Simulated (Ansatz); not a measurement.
# C5F3O5PW: up Jacob's ladder to CCSD(T)

An exercise on one series of results from a longer session: the logs are not shown, and one member is left open.

Computed with Ansatz 0.2.0, Gaussian basis. Level: functionals in def2-TZVPP, the program's frozen cores in correlated methods.

The runs, in order: LDA (SPW92), PBE-D4, revPBE-D4, BLYP-D4, r2SCAN-D4, B97M-V, PBE0-D4, B3LYP-D4, r2SCANh-D4, r2SCAN0-D4, HSE06-D4, BHLYP-D4, CAM-B3LYP-D4, LC-ωPBE, ωB97X-V, ωB97M-V, B2PLYP, PBE-QIDH; CCSD(T)/def2-SVP; CCSD(T)/def2-TZVPP; MP2/def2-QZVPP; extrapolation to the limit; RPA on PBE.

## Structure used throughout

The geometry comes from an earlier relaxation with PBE0-D4 in a triple-zeta def2 set; it is a stationary point, not always the lowest conformer. W takes the def2 core potential; no spin-orbit term is included.

SMILES `[O+]#[C][W-6]([C]#[O+])([C]#[O+])([C]#[O+])([C]#[O+])[P+](F)(F)F`, 15 atoms, charge 0, spin multiplicity 1.

Atoms are counted from 1 here; the program's logs count them from 0.

Bond lengths: O1–C2 1.138 Å, C2–W3 2.058 Å, W3–C4 2.056 Å, W3–C6 2.047 Å, W3–C8 2.056 Å, W3–C10 2.058 Å, W3–P12 2.384 Å, C4–O5 1.138 Å, C6–O7 1.138 Å, C8–O9 1.138 Å, C10–O11 1.138 Å, P12–F13 1.558 Å, P12–F14 1.558 Å, P12–F15 1.558 Å. Angles: O1–C2–W3 179.9°, C2–W3–C4 180.0°, C2–W3–C6 89.9°, C2–W3–C8 90.0°, C2–W3–C10 90.0°, C2–W3–P12 90.5°, C4–W3–C6 90.1°, C4–W3–C8 90.0°, C4–W3–C10 90.0°, C4–W3–P12 89.4°, C6–W3–C8 90.1°, C6–W3–C10 89.9°, C6–W3–P12 179.4°, C8–W3–C10 180.0°, C8–W3–P12 89.5°, C10–W3–P12 90.4°, W3–C4–O5 180.0°, W3–C6–O7 179.9° and more.

Set-up of the first run:

Contents of in.yaml:

```yaml
crystal:
  periodic: [false, false, false]
  atoms:
    - {symbol: O, position_ang: [2.789045, -1.160541, 1.151335]}
    - {symbol: C, position_ang: [1.888134, -0.621712, 0.713093]}
    - {symbol: W, position_ang: [0.256140, 0.349448, -0.079631]}
    - {symbol: C, position_ang: [-1.374949, 1.318790, -0.871275]}
    - {symbol: O, position_ang: [-2.277798, 1.855425, -1.309691]}
    - {symbol: C, position_ang: [1.414533, 1.998744, -0.436643]}
    - {symbol: O, position_ang: [2.057288, 2.916331, -0.634700]}
    - {symbol: C, position_ang: [-0.214837, 1.079065, 1.784003]}
    - {symbol: O, position_ang: [-0.475178, 1.482610, 2.815801]}
    - {symbol: C, position_ang: [0.727422, -0.382073, -1.944361]}
    - {symbol: O, position_ang: [0.987371, -0.788539, -2.974567]}
    - {symbol: P, position_ang: [-1.111092, -1.556708, 0.343209]}
    - {symbol: F, position_ang: [-0.592084, -2.686420, 1.282608]}
    - {symbol: F, position_ang: [-1.567793, -2.455734, -0.844765]}
    - {symbol: F, position_ang: [-2.506182, -1.348659, 1.005585]}
basis:
  gaussian: {orbitals: def2-TZVPP}
hamiltonian: {xc: lda}
output: {orbitals: {seedname: orbitals}}
```

Started as:

```
$ ansatz run in.yaml --threads 4 --pin off --events-out ev --progress --plain --max-ram 46080MiB --backend cuda --devices 0, --max-vram 37GiB
```

Steps of the session up to this table: LDA; PBE-D4 (GGA); revPBE-D4 (GGA); BLYP-D4 (GGA); r2SCAN-D4 (meta-GGA); B97M-V (meta-GGA); PBE0-D4 (hybrid); B3LYP-D4 (hybrid); r2SCANh-D4 (hybrid); r2SCAN0-D4 (hybrid); HSE06-D4 (hybrid); BHLYP-D4 (hybrid); CAM-B3LYP-D4 (range-separated); LC-ωPBE (range-separated); ωB97X-V (range-separated); ωB97M-V (range-separated); B2PLYP (double hybrid); PBE-QIDH (double hybrid).

One of the session's tables, all rows but one given; the rest of the session is left out.

It belongs to the step «Orbital energies across the functionals». 

```
  functional  HOMO (eV)  LUMO (eV)  gap (eV)
 LDA (SPW92)      -6.67      -3.13      3.54
      PBE-D4      -6.38      -2.82      3.56
   revPBE-D4      -6.27      -2.70      3.57
     BLYP-D4      -6.19      -2.70      3.49
   r2SCAN-D4      -6.55      -2.72      3.83
      B97M-V      -6.39      -2.62      3.77
     PBE0-D4      -7.23      -1.99      5.24
    B3LYP-D4      -7.05      -2.21      4.84
  r2SCANh-D4      -6.88      -2.41      4.47
  r2SCAN0-D4      -7.39      -1.94      5.45
    HSE06-D4          ?          ?         ?
    BHLYP-D4      -7.94      -1.04      6.90
CAM-B3LYP-D4      -8.19      -0.95      7.25
     LC-ωPBE      -9.13       0.16      9.30
     ωB97X-V      -8.93       0.13      9.06
     ωB97M-V      -8.91       0.07      8.98
```

Estimate the missing values for HSE06-D4.

As computed: HOMO (eV): -6.86; LUMO (eV): -2.36; gap (eV): 4.51. In the column «HOMO (eV)» it lies between r2SCANh-D4 (-6.88) and LDA (SPW92) (-6.67).
